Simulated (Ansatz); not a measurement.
# CsK: the cost of one run

Method: the levels named in each step, in Ansatz 0.2.0.

**1. The starting structure**

Bond lengths: K1–Cs2 4.846 Å.

As a file:

```xyz
2

K     0.0000    0.0000    0.0000
Cs    0.0000    0.0000    4.8458
```

**2. A rough first relaxation, PBE-D4/def2-SVP**

This run stands in another session on the same molecule. It ended at:

```xyz
2

K     0.0000    0.0000   -0.3890
Cs    0.0000    0.0000    5.2349
```

**3. Relaxation, PBE0-D4/def2-TZVPP**

input.yaml reads:

```yaml
crystal:
  periodic: [false, false, false]
  atoms:
    - { symbol: K, position_ang: [0.0, 0.0, -0.38903114] }
    - { symbol: Cs, position_ang: [0.0, 0.0, 5.23485114] }
magnetization:
  spin_polarized: true
  initial_magnetization: 2
basis:
  gaussian: { orbitals: def2-TZVPP }
hamiltonian:
  xc: pbe0
  dispersion: d4
relax:
  f_tol: 0.002
  max_steps: 150
```

Launch:

```bash
$ ansatz run input.yaml --threads 1 --pin off --max-ram 2560MiB --backend cpu --events-out ev --progress --plain --runs-dir out
```

**Question.** How long does this run take on 1 thread of Intel Xeon at 2.50GHz (Skylake/Cascade Lake), shared host, and how much memory does it need?

About 65 s, with a peak of 0.2 GiB.
